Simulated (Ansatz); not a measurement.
# AsH+ (doublet): from Hartree-Fock to the top rungs at distance As1–H2 = 1.256 Å, cc-pVQZ

Aim: climb from Hartree-Fock through coupled cluster and multireference methods for AsH+ (doublet) at one geometry and basis, and see what each rung misses.

The runs use Ansatz 0.2.0, Gaussian basis; cc-pVQZ, core rule «outside noble gas», up to 14 orbitals frozen.

Plan: UHF; CCSD(T) on ROHF; CCSD(T) on UHF; BCCD(T) on ROHF; CCSDT(Q) on ROHF; CCSDT(Q) on UHF; CASSCF and MRCISD+Q, 3 electrons in 3 orbitals; CASSCF and NEVPT2, 3 electrons in 3 orbitals; CASSCF and MRCISD+Q, 5 electrons in 5 orbitals; CASSCF and NEVPT2, 5 electrons in 5 orbitals; Full CI; Full CI in the symmetry of the determinant.

12 further runs of the same task are left out: 12 that didn't finish.

## (1) What is computed

The geometry derives from a PBE0/def2-TZVP stationary point (not a proven minimum). One bond is set to the value named and the two fragments are kept rigid. No spin-orbit coupling is included. The filled d shell of As may be among the frozen orbitals whatever the setting's name suggests; the logs give the count.

2 atoms, charge 1, spin multiplicity 2.

Atoms are counted from 1 here; the program's logs count them from 0.

Bond lengths: As1–H2 1.256 Å.

## (2) UHF

in.yaml reads:

```yaml
crystal:
  periodic: [false, false, false]
  atoms:
    - {symbol: As, position_ang: [0.000000, 0.000000, 0.000000]}
    - {symbol: H, position_ang: [0.000000, 0.000000, 1.256000]}
basis:
  gaussian: {orbitals: cc-pVQZ}
total_charge: 1
magnetization: {spin_polarized: true, initial_magnetization: 1}
hamiltonian: {xc: hf}
output: {orbitals: {seedname: orbitals}}
```

Launch:

```console
ansatz run in.yaml --threads 1 --pin off --events-out ev --progress --plain --max-ram 2560MiB --backend cpu
```

After this run come: CCSD(T) on ROHF; CCSD(T) on UHF; BCCD(T) on ROHF; CCSDT(Q) on ROHF; CCSDT(Q) on UHF; CASSCF and MRCISD+Q, 3 electrons in 3 orbitals; CASSCF and NEVPT2, 3 electrons in 3 orbitals; CASSCF and MRCISD+Q, 5 electrons in 5 orbitals; CASSCF and NEVPT2, 5 electrons in 5 orbitals; Full CI; Full CI in the symmetry of the determinant.

**Question.** What will the summary of the whole plan be? Wanted: FCI below the RHF energy; RMP2 from FCI; UMP2 from FCI; RCCSD from FCI; RCCSD(T) from FCI; UCCSD(T) from FCI; RCCSDT(Q) from FCI; UCCSDT(Q) from FCI; NEVPT2 pair from FCI.

The runs gave:

| quantity | value |
| --- | --- |
| FCI below the RHF energy | -3.0629 eV |
| RMP2 from FCI | +591.2 meV |
| UMP2 from FCI | +605.2 meV |
| RCCSD from FCI | +85.9 meV |
| RCCSD(T) from FCI | +14.4 meV |
| UCCSD(T) from FCI | +10.1 meV |
| RCCSDT(Q) from FCI | -0.2 meV |
| UCCSDT(Q) from FCI | -4.8 meV |
| NEVPT2 pair from FCI | +508.0 meV |
| MRCISD+Q pair from FCI | -2.7 meV |
| NEVPT2 valence from FCI | +511.4 meV |
| levels within 1 kcal/mol (43 meV) | RCCSD(T), UCCSD(T), BCCD(T), RCCSDT, UCCSDT, RCCSDT(Q), UCCSDT(Q), MRCISD+Q pair, MRCISD+Q valence |
| T1 diagnostic | 0.018 |
| effectively unpaired electrons | 1.04 |

In words: RCCSD(T) misses by +14.4 meV, 0.5 % of the correlation energy. UCCSDT, UCCSDT(Q), MRCISD+Q pair, MRCISD+Q valence fall below full CI: unrestricted runs freeze a spin-polarised core, another one than full CI's, and coupled cluster isn't variational. One determinant dominates. Of the multireference levels listed MRCISD+Q pair comes nearest in total energy (-2.7 meV), which doesn't show that its space is the better one. These misses are within one basis, not against nature; the frozen cores of restricted and unrestricted runs differ, which can shift their rows.
